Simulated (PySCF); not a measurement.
# CH2ClF3Si: the cost of one run

Computed with PySCF 2.14.0, with density-fitted response routines of our own, on a single molecule in the gas phase. Atoms are numbered from 0 throughout.

## 1. Starting geometry

8 atoms, charge 0, multiplicity 1; geometry from: PBE0-D3(BJ)/def2-SVP.

Bonds of the start (Å): F0–C1 1.34, C1–F2 1.34, C1–F3 1.34, C1–Si4 1.93, Si4–Cl5 2.05, Si4–H6 1.48, Si4–H7 1.48.

## 2. Nuclear shieldings: PBE0/6-31G*

The job: settings as JSON, then the geometry in Å.

```
{"job": {"kind": "nmr", "xc": "PBE0", "basis": "6-31G*", "pop": true}, "charge": 0, "multiplicity": 1}
F      1.369473     0.039267    -1.354955
C      0.974716    -0.119022    -0.087184
F      1.623110     0.783078     0.656259
F      1.378694    -1.337021     0.311559
Si    -0.940892     0.002511     0.115230
Cl    -1.543102     1.859491    -0.517181
H     -1.552223    -1.055048    -0.727621
H     -1.248572    -0.168748     1.557046
```

Level: GIAO PBE0/6-31G* NMR shielding, non-relativistic, gas phase.

Launch:

```bash
OMP_NUM_THREADS=1 python probes_run.py task.json out
```

This one command runs all jobs of the session in turn.

Q: Estimate the wall time and peak memory of this first job on 1 thread of Arm Neoverse V1, shared host.

About 7.1 s, with a peak of 0.51 GiB.
